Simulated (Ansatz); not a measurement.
# C4H12BN: basis-set convergence

An exercise on one series of results from a longer session: the logs are not shown, and one member is left open.

Computed with Ansatz 0.2.0, Gaussian basis. Level: one geometry, several basis sets.

The runs, in order: PBE0-D4/def2-SVP; ωB97M-V/def2-SVP; PBE0-D4/def2-QZVPP; ωB97M-V/def2-QZVPP; the functionals' def2-TZVPP values are taken from earlier runs.

1 further run of the same task is left out (it didn't finish). Runs told in other sessions of the task aren't counted.

## The geometry

All runs share one geometry, relaxed beforehand with PBE0-D4 in a triple-zeta def2 set.

SMILES `BN(CC)CC`, 18 atoms, charge 0, spin multiplicity 1.

Atoms are counted from 1 here; the program's logs count them from 0.

Bond lengths: B1–N2 1.385 Å, B1–H7 1.198 Å, B1–H8 1.199 Å, N2–C3 1.460 Å, N2–C5 1.453 Å, C3–C4 1.519 Å, C3–H9 1.095 Å, C3–H10 1.093 Å, C4–H11 1.093 Å, C4–H12 1.091 Å, C4–H13 1.092 Å, C5–C6 1.519 Å, C5–H14 1.091 Å, C5–H15 1.098 Å, C6–H16 1.092 Å, C6–H17 1.093 Å, C6–H18 1.092 Å. Angles: N2–B1–H7 119.3°, N2–B1–H8 118.9°, H7–B1–H8 121.8°, B1–N2–C3 121.6°, B1–N2–C5 122.7°, C3–N2–C5 115.7°, N2–C3–C4 113.7°, N2–C3–H9 108.5°, N2–C3–H10 108.4°, C4–C3–H9 110.2°, C4–C3–H10 109.1°, H9–C3–H10 106.7°, C3–C4–H11 110.4°, C3–C4–H12 111.7°, C3–C4–H13 110.1°, H11–C4–H12 108.3°, H11–C4–H13 108.2°, H12–C4–H13 108.0° and more.

The first run:

in.yaml reads:

```yaml
crystal:
  periodic: [false, false, false]
  atoms:
    - {symbol: B, position_ang: [-1.618567, -0.933222, -0.830341]}
    - {symbol: N, position_ang: [-0.565998, -0.588933, 0.000978]}
    - {symbol: C, position_ang: [0.813543, -0.937363, -0.326694]}
    - {symbol: C, position_ang: [1.442123, -0.027355, -1.367465]}
    - {symbol: C, position_ang: [-0.756473, 0.122548, 1.253563]}
    - {symbol: C, position_ang: [-0.140787, 1.510466, 1.287836]}
    - {symbol: H, position_ang: [-2.733659, -0.617152, -0.527322]}
    - {symbol: H, position_ang: [-1.387313, -1.545856, -1.834780]}
    - {symbol: H, position_ang: [1.404393, -0.920922, 0.595007]}
    - {symbol: H, position_ang: [0.832445, -1.966725, -0.692589]}
    - {symbol: H, position_ang: [2.468735, -0.339158, -1.576964]}
    - {symbol: H, position_ang: [1.461294, 1.012375, -1.036814]}
    - {symbol: H, position_ang: [0.875089, -0.074451, -2.299484]}
    - {symbol: H, position_ang: [-1.831702, 0.192617, 1.424775]}
    - {symbol: H, position_ang: [-0.339339, -0.479750, 2.071238]}
    - {symbol: H, position_ang: [-0.540366, 2.131680, 0.483084]}
    - {symbol: H, position_ang: [-0.367227, 1.995217, 2.240516]}
    - {symbol: H, position_ang: [0.946307, 1.477285, 1.187156]}
basis:
  gaussian: {orbitals: def2-SVP}
hamiltonian: {xc: pbe0, dispersion: d4}
output: {orbitals: {seedname: orbitals}}
```

Started as:

```
ansatz run in.yaml --threads 4 --pin off --events-out ev --progress --plain --max-ram 11315MiB
```

Steps of the session up to this table: PBE0-D4 in def2-SVP; ωB97M-V in def2-SVP; PBE0-D4 in def2-QZVPP; ωB97M-V in def2-QZVPP.

One of the session's tables, all rows but one given; the rest of the session is left out.

It belongs to the step «Functionals by basis». 

| functional | basis | HOMO (eV) | LUMO (eV) |
| --- | --- | --- | --- |
| PBE0-D4 | def2-SVP | ? | ? |
| PBE0-D4 | def2-TZVPP | -7.29 | 0.13 |
| PBE0-D4 | def2-QZVPP | -7.30 | 0.02 |
| ωB97M-V | def2-SVP | -9.57 | 2.39 |
| ωB97M-V | def2-TZVPP | -9.60 | 1.84 |
| ωB97M-V | def2-QZVPP | -9.61 | 1.46 |

Q: Estimate the row for PBE0-D4, def2-SVP from the others.

**Answer.** HOMO (eV): -7.27; LUMO (eV): 0.40. In the column «HOMO (eV)» it is the highest.
